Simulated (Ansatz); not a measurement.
Consider vertical spin-state energies of AlH7OSiSn, SMILES O[SiH2][AlH][SnH3] (Ansatz 0.2.0 through its Python package).

The script, `spin_alh7osisn.py`:
```python
"""Vertical spin-state energies of AlH7OSiSn."""

import ansatz as az

GEOMETRY = """
O    -0.06700    2.31440   -0.31390
Si    0.93350    1.61040    0.80520
Al    0.68100   -0.72990    0.64510
Sn   -0.91870   -1.75940   -1.07030
H    -1.02150    2.07640   -0.06020
H     0.59220    2.07110    2.16430
H     2.35290    1.99270    0.50880
H     1.62270   -1.66540    1.59470
H    -2.60110   -1.17760   -0.65820
H    -0.54820   -1.27340   -2.66300
H    -0.96050   -3.51630   -0.93180
"""


def main() -> None:
    mol = az.Crystal.molecule()
    for line in GEOMETRY.strip().splitlines():
        symbol, *xyz = line.split()
        mol = mol.atom(symbol, [float(v) for v in xyz])

    calc = (
        mol.calculation()
        .basis(gaussian="def2-SVPD")
        .functional("r2scan")
    )
    found = {}
    for unpaired in [0, 2]:
        r = calc.spin("collinear", total=unpaired).run().report
        s = unpaired / 2
        found[unpaired] = r["free_energy_ev"]
        print(f"2S+1 = {unpaired + 1}: E = {found[unpaired]:.5f} eV, <S^2> = {abs(r['mean_field']['state']['spin_squared']):.3f} (pure state {s * (s + 1):.2f})")
    lowest = min(found, key=found.get)
    for unpaired, e in found.items():
        print(f"multiplicity {unpaired + 1}: {96.485332 * (e - found[lowest]):.1f} kJ/mol above the lowest")


if __name__ == "__main__":
    main()
```

Which spin state is lowest at this geometry, and how far above lie the others?

In order: multiplicity 1 (+0.00 eV) and multiplicity 3 (+2.48 eV), all at the one geometry.

What the script printed:

Running `python spin_alh7osisn.py` prints:
```text
2S+1 = 1: E = -22460.41712 eV, <S^2> = 0.000 (pure state 0.00)
2S+1 = 3: E = -22457.94000 eV, <S^2> = 2.010 (pure state 2.00)
multiplicity 1: 0.0 kJ/mol above the lowest
multiplicity 3: 239.0 kJ/mol above the lowest
```

Caveats:
- Total energies depend on the basis set; only differences at equal settings carry meaning.
- The geometry is a force-field or estimated start, not a minimum of this method, and the basis set is short of its limit. All parts are taken at fixed geometry, without zero-point energy.
- def2 sets replace the cores of elements past krypton by effective core potentials.
- Spin-orbit coupling, which mixes and shifts the spin states of heavy atoms, is left out.
- Wall time of the script: 92 s on 1 thread of Arm Neoverse V1, with other jobs on the host, peak memory 0.43 GiB.
